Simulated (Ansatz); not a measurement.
**CH₄ClFO₂SW: a ladder of functionals and wavefunction methods**

One table from this session's results is given with a row withheld; the runs are named, their logs left out.

The runs use Ansatz 0.2.0, Gaussian basis; functionals in def2-TZVPP, the program's frozen cores in correlated methods.

The runs, in order: LDA (SPW92), PBE-D4, revPBE-D4, BLYP-D4, r2SCAN-D4, B97M-V, PBE0-D4, B3LYP-D4, r2SCANh-D4, r2SCAN0-D4, HSE06-D4, BHLYP-D4, CAM-B3LYP-D4, LC-ωPBE, ωB97X-V, ωB97M-V, B2PLYP, PBE-QIDH; CCSD(T)/def2-SVP; CCSD(T)/def2-TZVPP; MP2/def2-QZVPP; extrapolation to the limit; RPA on PBE.

**Structure used throughout**

All runs share one geometry, relaxed beforehand with PBE0-D4 in a triple-zeta def2 set. W takes the def2 core potential; no spin-orbit term is included.

11 atoms, charge 0, spin multiplicity 1.

Atoms are counted from 1 here; the program's logs count them from 0.

Bond lengths: C1–O2 1.399 Å, C1–H8 1.094 Å, C1–H9 1.094 Å, C1–H10 1.091 Å, O2–W3 1.837 Å, W3–O4 1.905 Å, W3–F5 1.880 Å, W3–S6 2.111 Å, W3–Cl7 2.300 Å, O4–H11 0.963 Å. Angles: O2–C1–H8 109.4°, O2–C1–H9 109.5°, O2–C1–H10 108.8°, H8–C1–H9 109.7°, H8–C1–H10 109.9°, H9–C1–H10 109.6°, C1–O2–W3 139.0°, O2–W3–O4 84.7°, O2–W3–F5 155.0°, O2–W3–S6 102.8°, O2–W3–Cl7 90.5°, O4–W3–F5 82.1°, O4–W3–S6 111.7°, O4–W3–Cl7 138.0°, F5–W3–S6 101.7°, F5–W3–Cl7 85.4°, S6–W3–Cl7 110.0°, W3–O4–H11 115.2°.

Set-up of the first run:

The input, in.yaml:

```yaml
crystal:
  periodic: [false, false, false]
  atoms:
    - {symbol: C, position_ang: [1.091222, -1.543957, 0.081058]}
    - {symbol: O, position_ang: [0.612576, -0.364640, 0.662722]}
    - {symbol: W, position_ang: [-0.386730, 1.104719, 0.196920]}
    - {symbol: O, position_ang: [-1.711069, -0.172281, -0.295900]}
    - {symbol: F, position_ang: [-1.371621, 2.192188, -0.978242]}
    - {symbol: S, position_ang: [-0.813562, 1.992890, 2.064233]}
    - {symbol: Cl, position_ang: [1.467883, 2.092535, -0.738206]}
    - {symbol: H, position_ang: [0.273365, -2.048957, -0.441629]}
    - {symbol: H, position_ang: [1.889125, -1.304153, -0.628423]}
    - {symbol: H, position_ang: [1.483578, -2.190134, 0.867634]}
    - {symbol: H, position_ang: [-2.469367, 0.184691, -0.769567]}
basis:
  gaussian: {orbitals: def2-TZVPP}
hamiltonian: {xc: lda}
output: {orbitals: {seedname: orbitals}}
```

The run is started by

```console
$ ansatz run in.yaml --threads 2 --pin off --events-out ev --progress --plain --max-ram 32768MiB --backend cuda --devices 0, --max-vram 18GiB
```

Among the steps run: LDA; PBE-D4 (GGA); revPBE-D4 (GGA); BLYP-D4 (GGA); r2SCAN-D4 (meta-GGA); B97M-V (meta-GGA); B3LYP-D4 (hybrid); r2SCANh-D4 (hybrid); r2SCAN0-D4 (hybrid); HSE06-D4 (hybrid); BHLYP-D4 (hybrid); CAM-B3LYP-D4 (range-separated); LC-ωPBE (range-separated); ωB97X-V (range-separated); ωB97M-V (range-separated); B2PLYP (double hybrid); PBE-QIDH (double hybrid).

One table of the session follows, with a row left open; its other results are not shown here.

```
  functional  HOMO (eV)  LUMO (eV)  gap (eV)
 LDA (SPW92)      -6.96      -3.91      3.05
      PBE-D4      -6.80      -3.70      3.11
   revPBE-D4      -6.74      -3.62      3.12
     BLYP-D4      -6.64      -3.57      3.07
   r2SCAN-D4      -7.13      -3.68      3.45
      B97M-V      -7.19      -3.67      3.53
     PBE0-D4      -8.09      -2.97      5.12
    B3LYP-D4      -7.84      -3.17      4.67
  r2SCANh-D4          ?          ?         ?
  r2SCAN0-D4      -8.31      -2.94      5.36
    HSE06-D4      -7.69      -3.35      4.34
    BHLYP-D4      -9.22      -2.04      7.17
CAM-B3LYP-D4      -9.37      -1.89      7.49
     LC-ωPBE     -10.69      -0.77      9.92
     ωB97X-V     -10.36      -0.84      9.52
     ωB97M-V     -10.22      -0.84      9.38
```

Q: Estimate the row for r2SCANh-D4 from the others.

Worked estimate for «HOMO (eV)». Against the share of exact exchange, r2SCAN-D4 (0, -7.13), r2SCAN0-D4 (0.25, -8.31) give a slope of -4.72 per unit share; at 0.1 the line stands at -7.60.

As computed: HOMO (eV): -7.60; LUMO (eV): -3.39; gap (eV): 4.21. In «HOMO (eV)» the line misses by 0.00.
